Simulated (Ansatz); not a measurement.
# VWC2 in Ansatz: the effect of functional

VWC2:

```
W V C
1.0
     1.48607    0.85798    4.83317
    -1.48607    0.85798    4.83317
     0.00000   -1.71597    4.83317
W V C
1 1 2
Direct
  0.00000 0.00000 0.00000
  0.50000 0.50000 0.50000
  0.24649 0.24649 0.24649
  0.75351 0.75351 0.75351
```

The cell comes from a database or a generator and needn't be the stable form of this composition.

The cell isn't the ideal one: volume scaled by 0.94.

Alike in all runs:

- Program: Ansatz 0.2.0
- Task: single point
- Potentials or basis: Ansatz PAW
- k mesh: 10 × 10 × 10
- Occupations: fermi-dirac, width 0.05 eV
- Spin: collinear spin, ferromagnetic start
- Starting moments: [0.0, 2.0, 0.0, 0.0] μB

```tsv
functional	cutoff	pressure (GPa)	largest force (eV/Å)
LDA	420 eV (not typed: the program's choice for these potentials)	?	?
r2SCAN	500 eV (not typed: the program's choice for these potentials)	18.1	0.12
PBE	420 eV (not typed: the program's choice for these potentials)	21.2	0.21
```

**Question.** What does the run with functional LDA give?

**Answer.** Pressure 4.8 GPa; largest force 0.16 eV/Å.

Caveats: the starting moments weren't kept; the PAW data sets come from PBE, with cores solved anew for the run's functional, which leaves a small shift of forces and pressure (some runs); the magnetic or orbital state may not be the lowest (some runs).
